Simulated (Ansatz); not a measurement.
# AgH6NSi2: small, medium and large basis sets

The task here is to estimate one member of a computed series from the others.

The runs use Ansatz 0.2.0, Gaussian basis; one geometry, several basis sets.

The runs, in order: PBE0-D4/def2-SVP; ωB97M-V/def2-SVP; PBE0-D4/def2-QZVPP; ωB97M-V/def2-QZVPP; the functionals' def2-TZVPP values are taken from earlier runs.

## The relaxed structure

An earlier PBE0-D4 in a triple-zeta def2 set relaxation fixed the geometry. Ag takes the def2 core potential; no spin-orbit term is included.

SMILES `[SiH3][N]([SiH3])[Ag]`, 10 atoms, charge 0, spin multiplicity 1.

Atoms are counted from 1 here; the program's logs count them from 0.

Bond lengths: Si1–N2 1.704 Å, Si1–H5 1.494 Å, Si1–H6 1.496 Å, Si1–H7 1.493 Å, N2–Si3 1.704 Å, N2–Ag4 2.055 Å, Si3–H8 1.494 Å, Si3–H9 1.493 Å, Si3–H10 1.496 Å. Angles: N2–Si1–H5 111.6°, N2–Si1–H6 113.7°, N2–Si1–H7 110.2°, H5–Si1–H6 105.4°, H5–Si1–H7 108.3°, H6–Si1–H7 107.4°, Si1–N2–Si3 128.8°, Si1–N2–Ag4 115.3°, Si3–N2–Ag4 115.3°, N2–Si3–H8 111.6°, N2–Si3–H9 110.2°, N2–Si3–H10 113.7°, H8–Si3–H9 108.3°, H8–Si3–H10 105.4°, H9–Si3–H10 107.4°.

Set-up of the first run:

in.yaml reads:

```yaml
crystal:
  periodic: [false, false, false]
  atoms:
    - {symbol: Si, position_ang: [-0.148301, 1.297400, -0.827115]}
    - {symbol: N, position_ang: [-0.462439, -0.219649, -0.116834]}
    - {symbol: Si, position_ang: [0.560346, -1.175950, 0.854770]}
    - {symbol: Ag, position_ang: [-2.417735, -0.843943, -0.211056]}
    - {symbol: H, position_ang: [-0.649068, 1.360070, -2.233585]}
    - {symbol: H, position_ang: [-0.805052, 2.439766, -0.119078]}
    - {symbol: H, position_ang: [1.320338, 1.564955, -0.840861]}
    - {symbol: H, position_ang: [0.490715, -2.618723, 0.472123]}
    - {symbol: H, position_ang: [1.975636, -0.722234, 0.714152]}
    - {symbol: H, position_ang: [0.218759, -1.132893, 2.310486]}
basis:
  gaussian: {orbitals: def2-SVP}
hamiltonian: {xc: pbe0, dispersion: d4}
output: {orbitals: {seedname: orbitals}}
```

On the command line:

```sh
ansatz run in.yaml --threads 4 --pin off --events-out ev --progress --plain --max-ram 10444MiB
```

Steps of the session up to this table: PBE0-D4 in def2-SVP; ωB97M-V in def2-SVP; PBE0-D4 in def2-QZVPP; ωB97M-V in def2-QZVPP.

One of the session's tables, all rows but one given; the rest of the session is left out.

It belongs to the step «Density functionals: the series». 

| functional | basis | HOMO (eV) | LUMO (eV) |
| --- | --- | --- | --- |
| PBE0-D4 | def2-SVP | -6.45 | -3.03 |
| PBE0-D4 | def2-TZVPP | -6.58 | -3.06 |
| PBE0-D4 | def2-QZVPP | ? | ? |
| ωB97M-V | def2-SVP | -8.57 | -1.44 |
| ωB97M-V | def2-TZVPP | -8.75 | -1.46 |
| ωB97M-V | def2-QZVPP | -8.78 | -1.48 |

Estimate the missing values for PBE0-D4, def2-QZVPP.

As computed: HOMO (eV): -6.61; LUMO (eV): -3.06. In the column «HOMO (eV)» it lies between ωB97M-V, def2-SVP (-8.57) and PBE0-D4, def2-TZVPP (-6.58).
